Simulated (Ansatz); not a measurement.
# GeP (sextet): from Hartree-Fock to the top rungs, cc-pVTZ

An exercise on one series of results from a longer session: the logs are not shown, and one member is left open.

Computed with Ansatz 0.2.0, Gaussian basis. Level: cc-pVTZ, core rule «outside noble gas», up to 19 orbitals frozen.

Plan: UHF; CCSD(T) on ROHF; CCSD(T) on UHF; BCCD(T) on ROHF; CISD as a restricted active space (open shells left free, so some higher excitations enter); CCSDT(Q) on ROHF; CCSDT(Q) on UHF; CASSCF and MRCISD+Q, 9 electrons in 8 orbitals; CASSCF and NEVPT2, 9 electrons in 8 orbitals.

16 further runs of the same task are left out: 5 that didn't finish, 11 set aside as unsound or not needed. Runs told in other sessions of the task aren't counted.

**What is computed**

The geometry is a PBE0/def2-TZVP stationary point (not a proven minimum) of the parent state, kept for this charge and spin. No spin-orbit coupling is included. The filled d shell of Ge may be among the frozen orbitals whatever the setting's name suggests.

2 atoms, charge 0, spin multiplicity 6.

Atoms are counted from 1 here; the program's logs count them from 0.

Bond lengths: Ge1–P2 2.428 Å.

Coordinates:

```xyz
2
GeP
Ge    0.0000    0.0000    0.0000
P     0.0000    0.0000    2.4277
```

Set-up of the first run:

in.yaml

```yaml
crystal:
  periodic: [false, false, false]
  atoms:
    - {symbol: Ge, position_ang: [0.000000, 0.000000, 0.000000]}
    - {symbol: P, position_ang: [0.000000, 0.000000, 2.427700]}
basis:
  gaussian: {orbitals: cc-pVTZ}
magnetization: {spin_polarized: true, initial_magnetization: 5}
hamiltonian: {xc: hf}
output: {orbitals: {seedname: orbitals}}
```

Started as:

```sh
> ansatz run in.yaml --threads 1 --pin off --events-out ev --progress --plain --max-ram 2393MiB
```

Among the steps run: UHF; CCSD(T) on ROHF; CCSD(T) on UHF; BCCD(T) on ROHF; CISD as a restricted active space (open shells left free, so some higher excitations enter); CCSDT(Q) on ROHF; CCSDT(Q) on UHF; CASSCF and MRCISD+Q, 9 electrons in 8 orbitals; CASSCF and NEVPT2, 9 electrons in 8 orbitals.

One of the session's tables, all rows but one given; the rest of the session is left out.

It belongs to the step «Misses and costs». 

```
          method  from UCCSDT(Q) (meV)
            ROHF               +5283.3
             UHF               +5125.8
            RMP2               +1038.1
            UMP2               +1071.8
            CISD                +458.1
           RCCSD                +300.1
           UCCSD                +281.1
        RCCSD(T)                 +67.5
        UCCSD(T)                 +50.8
         BCCD(T)                 +67.8
          RCCSDT                 +29.9
          UCCSDT                 +11.8
       RCCSDT(Q)                 +18.0
       UCCSDT(Q)                     0
  CASSCF valence               +4716.9
  NEVPT2 valence               +1057.5
  MRCISD valence                     ?
MRCISD+Q valence                 +80.8
```

Estimate the missing values for MRCISD valence.

**Answer.** from UCCSDT(Q) (meV): +499.9. In the column «from UCCSDT(Q) (meV)» it lies between CISD (+458.1) and RMP2 (+1038.1).

To keep in mind: Restricted and unrestricted rows rest on different reference determinants; a gap between their highest levels can come from leftover correlation error, from unlike frozen cores or from another state.
